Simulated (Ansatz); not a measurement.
# C2Cl2N2O2Zr: shape, modes and thermochemistry

Aim: relax C2Cl2N2O2Zr from a cheap starting geometry, check the end point by its vibrations and derive ideal-gas thermochemistry, and look at its orbitals and charge.

Method: RKS PBE0-D4/def2-TZVP; program: Ansatz 0.2.0, Gaussian basis.

The runs, in order: relaxation at PBE0-D4/def2-TZVP; harmonic vibrations at the same level; a single point in def2-TZVPP for the fields.

2 further runs of the same task are left out: 2 for a known fault of the program.

## Step 1: Where the work starts

SMILES `O=C=[N][Zr]([Cl])([Cl])[N]=C=O`, 9 atoms, charge 0, spin multiplicity 1.

Atoms are counted from 1 here; the program's logs count them from 0.

Bond lengths: O1–C2 1.158 Å, C2–N3 1.195 Å, N3–Zr4 2.025 Å, Zr4–Cl5 2.268 Å, Zr4–Cl6 2.268 Å, Zr4–N7 2.025 Å, N7–C8 1.195 Å, C8–O9 1.158 Å. Angles: O1–C2–N3 179.2°, C2–N3–Zr4 171.2°, N3–Zr4–Cl5 109.6°, N3–Zr4–Cl6 109.3°, N3–Zr4–N7 117.9°, Cl5–Zr4–Cl6 99.8°, Cl5–Zr4–N7 109.4°, Cl6–Zr4–N7 109.3°, Zr4–N7–C8 173.4°, N7–C8–O9 179.4°.

The start is a GFN2-xTB geometry. Zr takes the def2 core potential; no spin-orbit term is included.

## Step 2: Relaxation at PBE0-D4/def2-TZVP

Input file in.yaml:

```yaml
crystal:
  periodic: [false, false, false]
  atoms:
    - {symbol: O, position_ang: [-1.061280, -0.768520, -3.712850]}
    - {symbol: C, position_ang: [-0.899820, -0.312370, -2.660360]}
    - {symbol: N, position_ang: [-0.744280, 0.171290, -1.579150]}
    - {symbol: Zr, position_ang: [-0.299170, 0.746130, 0.310750]}
    - {symbol: Cl, position_ang: [-2.213620, 1.218670, 1.431370]}
    - {symbol: Cl, position_ang: [0.642250, 2.809200, 0.265860]}
    - {symbol: N, position_ang: [0.848460, -0.488830, 1.432150]}
    - {symbol: C, position_ang: [1.532210, -1.298470, 1.983970]}
    - {symbol: O, position_ang: [2.195230, -2.077110, 2.528240]}
basis:
  gaussian: {orbitals: def2-TZVP}
hamiltonian: {xc: pbe0, dispersion: d4}
relax: {f_tol: 0.005, max_steps: 150}
```

Command:

```
> ansatz run in.yaml --threads 2 --pin off --events-out ev --progress --plain --max-ram 32768MiB --backend cuda --devices 0, --max-vram 18GiB
```

Further steps of the session: Vibrations by finite differences; A single point for the fields.

**Question.** What will the summary of the whole plan be? Wanted: point group; shift from the start; total energy; dispersion term; dipole moment; lowest, highest wavenumber; zero-point energy; HOMO, LUMO.

The runs gave:

| quantity | value |
| --- | --- |
| point group | C2v |
| steps | 10 |
| shift from the start (rms) | 0.112 Å |
| total energy | -35467.7752 eV |
| dispersion term | -281 meV |
| dipole moment | 0.20 D |
| lowest, highest wavenumber | 27, 2370 cm⁻¹ |
| zero-point energy | 76.6 kJ/mol |
| entropy at 298.15 K | 474.7 J/(mol K) |
| HOMO, LUMO | -9.19, -2.63 eV |

**Reading.** The relaxed geometry lies 0.11 Å (rms) from the start; the bond that changed most is Zr4–Cl5, from 2.268 to 2.329 Å. No mode is imaginary: a true minimum at this level. The stiffest mode, 2370 cm⁻¹, is a C–O and C–N stretch, and 9 modes under 200 cm⁻¹ make the vibrational entropy uncertain. Harmonic hybrid wavenumbers usually lie a few per cent above measured fundamentals. The largest Mulliken charge, +1.60 e, sits on Zr4. The HOMO lies mostly on N3, N7 about 27 % each; O1, O9 about 16 % each and the LUMO on Zr4 58 %; C2, C8 about 6 % each.
